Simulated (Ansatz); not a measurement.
# BClH4O2Si: one species, many methods

The task here is to estimate one member of a computed series from the others.

Program: Ansatz 0.2.0, Gaussian basis. Level of theory: functionals in def2-TZVPP, the program's frozen cores in correlated methods. These are calculated values, not measurements.

The runs, in order: LDA (SPW92), PBE-D4, revPBE-D4, BLYP-D4, r2SCAN-D4, B97M-V, PBE0-D4, B3LYP-D4, r2SCANh-D4, r2SCAN0-D4, HSE06-D4, BHLYP-D4, CAM-B3LYP-D4, LC-ωPBE, ωB97X-V, ωB97M-V, B2PLYP, PBE-QIDH; CCSD(T)/def2-SVP; CCSD(T)/def2-TZVPP; MP2/def2-QZVPP; extrapolation to the limit; RPA on PBE.

**The geometry**

The geometry comes from an earlier relaxation with PBE0-D4 in a triple-zeta def2 set; it is a stationary point, not always the lowest conformer.

9 atoms, charge 0, spin multiplicity 1.

Atoms are counted from 1 here; the program's logs count them from 0.

Bond lengths: O1–B2 1.356 Å, O1–H6 0.960 Å, B2–Cl3 1.775 Å, B2–O4 1.343 Å, O4–Si5 1.659 Å, Si5–H7 1.480 Å, Si5–H8 1.483 Å, Si5–H9 1.483 Å. Angles: B2–O1–H6 113.7°, O1–B2–Cl3 120.2°, O1–B2–O4 120.7°, Cl3–B2–O4 119.1°, B2–O4–Si5 131.7°, O4–Si5–H7 106.2°, O4–Si5–H8 110.0°, O4–Si5–H9 110.0°, H7–Si5–H8 110.2°, H7–Si5–H9 110.3°, H8–Si5–H9 110.1°.

Set-up of the first run:

The input, in.yaml:

```yaml
crystal:
  periodic: [false, false, false]
  atoms:
    - {symbol: O, position_ang: [-1.488844, 0.491114, 0.723104]}
    - {symbol: B, position_ang: [-0.230047, 0.993200, 0.686034]}
    - {symbol: Cl, position_ang: [0.150735, 2.510624, 1.524862]}
    - {symbol: O, position_ang: [0.744522, 0.354718, 0.017872]}
    - {symbol: Si, position_ang: [0.741010, -1.054418, -0.858048]}
    - {symbol: H, position_ang: [-2.103899, 1.027573, 1.228082]}
    - {symbol: H, position_ang: [2.126179, -1.242952, -1.344074]}
    - {symbol: H, position_ang: [-0.193316, -0.936441, -2.003719]}
    - {symbol: H, position_ang: [0.342160, -2.189717, 0.008788]}
basis:
  gaussian: {orbitals: def2-TZVPP}
hamiltonian: {xc: lda}
output: {orbitals: {seedname: orbitals}}
```

Run with:

```sh
> ansatz run in.yaml --threads 4 --pin off --events-out ev --progress --plain --max-ram 10444MiB
```

Among the steps run: LDA; PBE-D4 (GGA); revPBE-D4 (GGA); BLYP-D4 (GGA); r2SCAN-D4 (meta-GGA); B97M-V (meta-GGA); PBE0-D4 (hybrid); B3LYP-D4 (hybrid); r2SCANh-D4 (hybrid); r2SCAN0-D4 (hybrid); HSE06-D4 (hybrid); BHLYP-D4 (hybrid); CAM-B3LYP-D4 (range-separated); LC-ωPBE (range-separated); ωB97X-V (range-separated); ωB97M-V (range-separated); B2PLYP (double hybrid); PBE-QIDH (double hybrid).

One table of the session follows, with a row left open; its other results are not shown here.

It belongs to the step «Orbital energies across the functionals». 

```
  functional  HOMO (eV)  gap (eV)
 LDA (SPW92)      -7.75      6.66
      PBE-D4      -7.61      6.77
   revPBE-D4      -7.55      6.83
     BLYP-D4      -7.45      6.71
   r2SCAN-D4      -7.99      7.62
      B97M-V      -8.12      7.44
     PBE0-D4      -9.10      9.12
    B3LYP-D4      -8.81      8.58
  r2SCANh-D4      -8.53      8.44
  r2SCAN0-D4          ?         ?
    HSE06-D4      -8.70      8.34
    BHLYP-D4     -10.45     11.24
CAM-B3LYP-D4     -10.52     11.43
     LC-ωPBE     -11.98     14.14
     ωB97X-V     -11.59     13.56
     ωB97M-V     -11.43     13.03
```

Q: Estimate the row for r2SCAN0-D4 from the others.

Worked estimate for «HOMO (eV)». Against the share of exact exchange, r2SCAN-D4 (0, -7.99), r2SCANh-D4 (0.1, -8.53) give a slope of -5.40 per unit share; at 0.25 the line stands at -9.34.

As computed: HOMO (eV): -9.36; gap (eV): 9.67. In «HOMO (eV)» the line misses by +0.02.
